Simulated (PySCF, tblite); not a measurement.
# C₆H₉AsBN: geometry, infrared bands and NMR shifts

Wanted: the infrared bands and NMR shifts of C₆H₉AsBN (`CCCC#CB([AsH2])C#N`), by calculation.

The runs use tblite 0.8.0 and PySCF 2.14.0, with density-fitted response routines of our own; the level of theory stands in each step. All values are computed, except where a source is named. Atoms count from 0, in the outputs and in this text.

## Step 1: Starting geometry

18 atoms, charge 0, multiplicity 1; geometry from: force field or distance geometry start.

Bonds of the start (Å): C0–C1 1.51, C1–C2 1.52, C2–C3 1.46, C3–C4 1.21, C4–B5 1.55, B5–As6 2.06, B5–C7 1.56, C7–N8 1.18, C0–H9 1.11, C0–H10 1.12, C0–H11 1.12, C1–H12 1.09, C1–H13 1.13, C2–H14 1.12, C2–H15 1.11, As6–H16 1.56, As6–H17 1.54.

## Step 2: Geometry optimisation with GFN2-xTB

What the job is given:

```
{"job": {"kind": "relax", "xc": "GFN2-xTB", "basis": "xTB"}, "charge": 0, "multiplicity": 1}
C     -3.287500     0.439600    -0.743500
C     -1.818800     0.645600    -0.454100
C     -1.208900    -0.749000    -0.443700
C      0.215800    -0.624900    -0.173400
C      1.401600    -0.556500     0.072100
B      2.916200    -0.450000     0.382500
As     3.877100     1.134900    -0.521300
C      3.769800    -1.750600     0.448300
N      4.402300    -2.741700     0.478900
H     -3.914400     0.912000     0.046600
H     -3.554900    -0.652300    -0.726200
H     -3.559600     0.841900    -1.750600
H     -1.321000     1.330200    -1.146600
H     -1.684300     1.036100     0.599700
H     -1.409100    -1.160500    -1.463300
H     -1.726400    -1.430300     0.270100
H      3.082300     1.428100    -1.828400
H      3.810800     2.353800     0.411700
```

Run with:

```
OMP_NUM_THREADS=1 python probes_run.py task.json out
```

This one command runs all jobs of the session in turn.

Log:

```text
step      E/eV     max force
  0    -647.25945    3.100
  1    -647.39618    7.667
  2    -647.73701    1.860
  3    -647.89457    3.794
  4    -648.07590    2.118
  5    -648.17871    0.779
  6    -648.25152    0.884
  7    -648.29230    0.814
  8    -648.31965    0.409
  9    -648.33385    0.339
 10    -648.35120    0.515
 11    -648.36475    0.538
 12    -648.37680    0.327
 13    -648.38422    0.243
 14    -648.39226    0.295
 15    -648.40342    0.389
 16    -648.41402    0.286
 17    -648.42107    0.180
 18    -648.42513    0.165
 19    -648.42794    0.183
 20    -648.43130    0.212
 21    -648.43491    0.169
 22    -648.43835    0.124
 23    -648.44193    0.182
 24    -648.44624    0.185
 25    -648.45057    0.176
 26    -648.45425    0.143
 27    -648.45783    0.140
 28    -648.46197    0.240
 29    -648.46671    0.175
 30    -648.47033    0.483
 31    -648.47382    0.382
 32    -648.47675    0.288
 33    -648.48202    0.147
 34    -648.48525    0.147
 35    -648.49060    0.214
 36    -648.49452    0.242
 37    -648.49885    0.255
 38    -648.50339    0.229
 39    -648.50876    0.209
 40    -648.51402    0.201
 41    -648.51717    0.346
 42    -648.52110    0.210
 43    -648.52417    0.192
 44    -648.52952    0.120
 45    -648.53167    0.154
 46    -648.53664    0.139
 47    -648.54055    0.156
 48    -648.54437    0.179
 49    -648.55038    0.199
 50    -648.55939    0.244
 51    -648.56763    0.248
 52    -648.57283    0.233
 53    -648.57749    0.170
 54    -648.58122    0.165
 55    -648.58631    0.139
 56    -648.59003    0.129
 57    -648.59403    0.119
 58    -648.59676    0.106
 59    -648.59941    0.112
 60    -648.60147    0.087
 61    -648.60267    0.104
 62    -648.60370    0.078
 63    -648.60485    0.092
 64    -648.60602    0.093
 65    -648.60701    0.081
 66    -648.60798    0.082
 67    -648.60906    0.076
 68    -648.61041    0.090
 69    -648.61167    0.086
 70    -648.61286    0.095
 71    -648.61401    0.097
 72    -648.61580    0.115
 73    -648.61892    0.166
 74    -648.62263    0.141
 75    -648.62554    0.143
 76    -648.62781    0.158
 77    -648.62701    0.182
 78    -648.63044    0.124
 79    -648.63176    0.123
 80    -648.63752    0.110
 81    -648.63909    0.114
 82    -648.64160    0.121
 83    -648.64367    0.116
 84    -648.64515    0.149
 85    -648.64766    0.150
 86    -648.64976    0.113
 87    -648.65117    0.077
 88    -648.65214    0.097
 89    -648.65333    0.091
 90    -648.65401    0.075
 91    -648.65446    0.045
 92    -648.65489    0.048
 93    -648.65545    0.054
 94    -648.65606    0.074
 95    -648.65658    0.049
 96    -648.65694    0.044
 97    -648.65730    0.044
 98    -648.65766    0.042
 99    -648.65798    0.037
100    -648.65827    0.046
101    -648.65857    0.054
102    -648.65893    0.054
103    -648.65936    0.045
104    -648.65979    0.039
105    -648.66019    0.043
106    -648.66059    0.055
107    -648.66102    0.051
108    -648.66140    0.117
109    -648.66172    0.104
110    -648.66199    0.039
111    -648.66223    0.039
112    -648.66240    0.033
113    -648.66267    0.027
114    -648.66304    0.023
115    -648.66319    0.021
116    -648.66332    0.025
117    -648.66341    0.020
118    -648.66349    0.022
119    -648.66359    0.020
120    -648.66373    0.027
121    -648.66391    0.040
122    -648.66413    0.040
123    -648.66431    0.032
124    -648.66448    0.032
125    -648.66467    0.031
126    -648.66493    0.041
127    -648.66524    0.040
128    -648.66552    0.033
129    -648.66573    0.035
130    -648.66593    0.039
131    -648.66624    0.062
132    -648.66669    0.071
133    -648.66716    0.055
134    -648.66750    0.036
135    -648.66772    0.034
136    -648.66791    0.044
137    -648.66811    0.048
138    -648.66832    0.032
139    -648.66851    0.029
140    -648.66867    0.024
141    -648.66882    0.029
142    -648.66899    0.025
143    -648.66913    0.022
144    -648.66924    0.019
145    -648.66931    0.024
146    -648.66937    0.017
147    -648.66942    0.014
148    -648.66947    0.012
149    -648.66955    0.019
150    -648.66968    0.024
151    -648.66983    0.029
152    -648.66999    0.032
153    -648.67015    0.030
154    -648.67030    0.026
155    -648.67044    0.020
156    -648.67053    0.014
157    -648.67058    0.013
158    -648.67061    0.014
159    -648.67062    0.008
```

It took 0.99 s on 1 thread of Arm Neoverse V2, shared host.

The steps of the relaxation: (not every step is listed)

| step | energy from step 0 (eV) | largest force (eV/Å) |
| --- | --- | --- |
| 0 | 0.0000 | 3.1000 |
| 1 | -0.1367 | 7.6671 |
| 2 | -0.4776 | 1.8601 |
| 3 | -0.6351 | 3.7943 |
| 4 | -0.8165 | 2.1179 |
| 5 | -0.9193 | 0.7789 |
| 6 | -0.9921 | 0.8837 |
| 7 | -1.0328 | 0.8137 |
| 8 | -1.0602 | 0.4088 |
| 22 | -1.1789 | 0.1242 |
| 36 | -1.2351 | 0.2417 |
| 50 | -1.2999 | 0.2437 |
| 64 | -1.3466 | 0.0935 |
| 78 | -1.3710 | 0.1236 |
| 92 | -1.3954 | 0.0479 |
| 106 | -1.4011 | 0.0549 |
| 120 | -1.4043 | 0.0271 |
| 134 | -1.4081 | 0.0360 |
| 148 | -1.4100 | 0.0124 |
| 154 | -1.4108 | 0.0261 |
| 155 | -1.4110 | 0.0205 |
| 156 | -1.4111 | 0.0141 |
| 157 | -1.4111 | 0.0135 |
| 158 | -1.4112 | 0.0139 |
| 159 | -1.4112 | 0.0081 |

Close pairs (by a distance rule), those that changed most:

| bond | before (Å) | after (Å) | change (Å) |
| --- | --- | --- | --- |
| C4–B5 | 1.550 | 1.488 | -0.062 |
| As6–H16 | 1.558 | 1.503 | -0.054 |
| B5–As6 | 2.062 | 2.018 | -0.044 |
| B5–C7 | 1.557 | 1.516 | -0.042 |
| C1–H13 | 1.132 | 1.092 | -0.039 |
| C0–H10 | 1.124 | 1.088 | -0.036 |
| As6–H17 | 1.536 | 1.501 | -0.035 |
| C0–H11 | 1.118 | 1.088 | -0.030 |

The final coordinates are the input of the step that follows.

## Step 3: Harmonic vibrations with GFN2-xTB

What the job is given:

```
{"job": {"kind": "ir", "xc": "GFN2-xTB", "basis": "xTB"}, "charge": 0, "multiplicity": 1}
C     -3.410376     0.428365    -0.667098
C     -1.906059     0.553705    -0.466405
C     -1.212314    -0.807552    -0.603135
C      0.218254    -0.693796    -0.458229
C      1.418089    -0.567191    -0.337422
B      2.889290    -0.412013    -0.181438
As     3.894912     1.173370    -0.922073
C      3.680834    -1.523285     0.478341
N      4.322489    -2.330927     0.988033
H     -3.889758     1.397495    -0.551886
H     -3.838725    -0.254665     0.063833
H     -3.636017     0.051067    -1.662683
H     -1.489805     1.244486    -1.203221
H     -1.699882     0.961825     0.525717
H     -1.422309    -1.228404    -1.591948
H     -1.600328    -1.504096     0.146957
H      2.911905     2.179346    -0.391066
H      4.761041     1.338590     0.292547
```

Log:

```text
mode    cm-1     km/mol
  1       9.0      0.96
  2      37.6      0.48
  3      56.0      0.53
  4      82.4      3.50
  5      96.4      1.28
  6     115.5      1.89
  7     133.7      2.60
  8     226.8     16.02
  9     233.3      0.44
 10     269.7      3.93
 11     307.5      2.34
 12     347.9      2.45
 13     359.1      3.71
 14     416.2     11.36
 15     445.7      4.66
 16     507.6      0.83
 17     642.2      5.43
 18     663.2     30.48
 19     773.2     12.30
 20     826.5     44.50
 21     881.6      1.11
 22     930.5     12.73
 23     996.0     83.86
 24    1003.9    145.06
 25    1073.3      1.57
 26    1091.1      1.54
 27    1110.5     11.34
 28    1214.2      1.14
 29    1237.1     10.20
 30    1265.2      0.02
 31    1286.1      6.53
 32    1352.6      1.73
 33    1418.4      1.09
 34    1437.1      3.96
 35    1494.1      0.54
 36    1503.7      3.44
 37    1503.8      2.17
 38    1899.9    579.50
 39    1917.8    695.91
 40    2270.5    330.47
 41    2315.1     92.42
 42    2933.1     12.82
 43    2950.1     20.87
 44    2974.4     41.41
 45    2987.5     26.52
 46    3028.5     52.13
 47    3032.0     41.36
 48    3042.2     38.47
```

Run time: 0.56 s. Hardware: 1 thread of Arm Neoverse V2, shared host.

The strongest bands and the atoms that carry them (share of the mass-weighted mode):

| cm⁻¹ | km/mol | atoms |
| --- | --- | --- |
| 826 | 44.5 | B5 56 %, C2 21 % |
| 996 | 83.9 | H16 25 %, H17 23 %, B5 20 %, C2 10 % |
| 1004 | 145.1 | H17 27 %, H16 25 %, B5 25 % |
| 1900 | 579.5 | H16 97 % |
| 1918 | 695.9 | H17 97 % |
| 2270 | 330.5 | C3 51 %, C4 46 % |
| 2315 | 92.4 | C7 58 %, N8 41 % |
| 3028 | 52.1 | H11 57 %, H10 32 % |

## Step 4: Shielding tensors: PBE0/pcSseg-1

The job, as its differences from that of step 3:

```diff
@@ -1,2 +1,2 @@
-{"job": {"kind": "ir", "xc": "GFN2-xTB", "basis": "xTB"}, "charge": 0, "multiplicity": 1}
+{"job": {"kind": "nmr", "xc": "PBE0", "basis": "pcSseg-1"}, "charge": 0, "multiplicity": 1}
 C     -3.410376     0.428365    -0.667098
```

With the program's defaults for keys left out, this is: GIAO PBE0/pcSseg-1 NMR shielding, non-relativistic, gas phase.

Log:

```text
coarse grid: 70960 points
cycle   1  E = -2548.4755398025  dE =  1.794e-01  |g| = 8.050e-01  |ddm| = 4.350e+00
cycle   2  E = -2548.4141891918  dE =  6.135e-02  |g| = 8.477e-01  |ddm| = 1.102e+00
cycle   3  E = -2548.5132990923  dE = -9.911e-02  |g| = 3.835e-01  |ddm| = 7.315e-01
cycle   4  E = -2548.5434859092  dE = -3.019e-02  |g| = 9.529e-02  |ddm| = 2.549e-01
cycle   5  E = -2548.5449396202  dE = -1.454e-03  |g| = 4.050e-02  |ddm| = 9.395e-02
cycle   6  E = -2548.5453274815  dE = -3.879e-04  |g| = 1.010e-02  |ddm| = 3.448e-02
cycle   7  E = -2548.5453558507  dE = -2.837e-05  |g| = 1.796e-03  |ddm| = 1.279e-02
cycle   8  E = -2548.5453568345  dE = -9.838e-07  |g| = 5.070e-04  |ddm| = 2.988e-03
final grid: 150872 points
cycle   9  E = -2548.5453341790  dE = -2.834e-08  |g| = 5.904e-04  |ddm| = 2.731e-03
cycle  10  E = -2548.5453340687  dE =  1.103e-07  |g| = 8.743e-04  |ddm| = 1.341e-03
cycle  11  E = -2548.5453342557  dE = -1.870e-07  |g| = 2.433e-04  |ddm| = 8.307e-04
cycle  12  E = -2548.5453342702  dE = -1.450e-08  |g| = 2.911e-05  |ddm| = 1.797e-04
cycle  13  E = -2548.5453342703  dE = -1.751e-10  |g| = 1.279e-05  |ddm| = 2.749e-05
converged SCF energy = -2548.5453342703

GIAO shielding tensors (ppm)
atom      isotropic    diamagn.    paramagn.     s11        s22        s33       span
  0 C      169.939     244.928     -74.989    158.909    163.427    187.481     28.572
  1 C      158.894     249.543     -90.649    144.292    160.356    172.036     27.744
  2 C      159.208     257.310     -98.103    144.953    157.314    175.357     30.403
  3 C       17.190     269.076    -251.887    -32.495    -11.599     95.663    128.159
  4 C       87.105     260.635    -173.530    -10.465     10.246    261.535    272.000
  5 B       34.728     193.390    -158.662    -82.310     53.155    133.340    215.651
  6 As    1705.603    2878.122   -1172.520   1408.505   1735.178   1973.124    564.619
  7 C       56.985     259.858    -202.873    -65.228    -59.804    295.988    361.216
  8 N     -131.472     337.554    -469.026   -286.315   -227.606    119.504    405.819
  9 H       30.305      26.880       3.425     25.696     27.622     37.597     11.902
 10 H       30.701      28.230       2.471     26.472     28.855     36.775     10.303
 11 H       30.715      27.668       3.047     26.565     28.871     36.708     10.143
 12 H       29.892      33.018      -3.126     25.069     29.808     34.799      9.731
 13 H       29.926      33.709      -3.783     25.319     29.953     34.506      9.186
 14 H       29.019      31.090      -2.071     24.495     28.847     33.716      9.222
 15 H       28.985      32.611      -3.626     23.907     28.811     34.236     10.329
 16 H       28.315      30.774      -2.459     21.046     24.903     38.996     17.950
 17 H       28.218      27.350       0.868     21.372     23.931     39.352     17.980
```

It took 39 s on 1 thread of Arm Neoverse V2, shared host; peak memory 1 GiB.

The references, computed at this level on geometries of the same kind, shield at (ppm): ¹H TMS 31.72, ¹³C TMS 186.9, ¹⁵N NH3 267.7, ¹¹B BF3·OEt2 100.1, ⁷⁵As AsH3 1989. Their shielding less the atom's gives the shift. The references are single molecules in the gas phase, so shifts against H2O, NH3, PH3, H3PO4 or CFCl3 are not on the usual liquid scales and can be off by tens of ppm. Shifts against hydride references such as AlH4− lie on their own scale. Atoms listed in one row are averaged.

| atoms | environment | σ (ppm) | δ (ppm) |
| --- | --- | --- | --- |
| C3 | alkyne carbon | 17.2 | 169.7 |
| C7 | nitrile carbon | 57.0 | 129.9 |
| C4 | alkyne carbon | 87.1 | 99.8 |
| C1 | sp3 CH2 | 158.9 | 28.0 |
| C2 | propargylic sp3 CH2 | 159.2 | 27.7 |
| C0 | methyl carbon | 169.9 | 17.0 |
| H16, H17 | hydrogen on an arsenic bonded to B | 28.27 | 3.45 |
| H14, H15 | hydrogen on a propargylic sp3 CH2 | 29.00 | 2.71 |
| H12, H13 | hydrogen on an sp3 CH2 | 29.91 | 1.81 |
| H9, H10, H11 | hydrogen on a methyl carbon | 30.57 | 1.14 |
| B5 | boron bonded to 2 C, As | 34.7 | 65.3 |
| As6 | arsenic bonded to B, 2 H | 1706 | 283 |
| N8 | nitrile nitrogen | -131.5 | 399.2 |

Charges from the same density, by scheme (e):

| atoms | Mulliken | IAO | Hirshfeld | ESP fit |
| --- | --- | --- | --- | --- |
| C0 | -0.26 | -0.42 | -0.11 | -0.41 |
| C1 | -0.30 | -0.24 | -0.06 | 0.27 |
| C2 | -0.20 | -0.28 | -0.04 | -0.10 |
| C3 | -0.03 | 0.05 | 0.02 | 0.08 |
| C4 | -0.28 | -0.17 | -0.14 | -0.40 |
| B5 | 0.48 | 0.00 | 0.12 | 0.31 |
| As6 | -0.22 | 0.16 | 0.09 | -0.13 |
| C7 | -0.07 | 0.05 | 0.00 | 0.26 |
| N8 | -0.22 | -0.19 | -0.19 | -0.41 |

Mayer bond orders: C0–C1 1.07, C1–C2 1.03, C2–C3 1.17, C3–C4 2.48, C4–B5 1.12, B5–As6 1.01, B5–C7 0.94, C7–N8 2.87.

## Step 5: Outcome

```
                                                              quantity                                     value
                             strongest single infrared mode (GFN2-xTB)                     1918 cm⁻¹, 696 km/mol
                                          zero-point energy (GFN2-xTB)                             81.1 kcal/mol
                                ¹³C shifts against TMS (PBE0/pcSseg-1)  169.7, 129.9, 99.8, 28.0, 27.7, 17.0 ppm
¹H shifts against TMS (PBE0/pcSseg-1, means over atoms taken as alike)                3.45, 2.71, 1.81, 1.14 ppm
                           ¹¹B shifts against BF3·OEt2 (PBE0/pcSseg-1)                                  65.3 ppm
                              ⁷⁵As shifts against AsH3 (PBE0/pcSseg-1)                                   283 ppm
                                ¹⁵N shifts against NH3 (PBE0/pcSseg-1)                                 399.2 ppm
```

**Reading.** The optimisation took 159 steps and gained 1.411 eV; among the close pairs (by a distance rule), C4–B5 changed most, from 1.550 to 1.488 Å. No mode is imaginary among the 48: a minimum at this level. The strongest single mode, at 1918 cm⁻¹, moves mainly H17. Unscaled tight-binding wavenumbers are off by several per cent, some by more. Its intensities can rank the bands wrongly. At PBE0/pcSseg-1: Shielding is most anisotropic at As6 (span 565 ppm, paramagnetic term -1173 ppm). Spin-orbit coupling is left out, which matters for shieldings and couplings at and beside the heavy atoms.
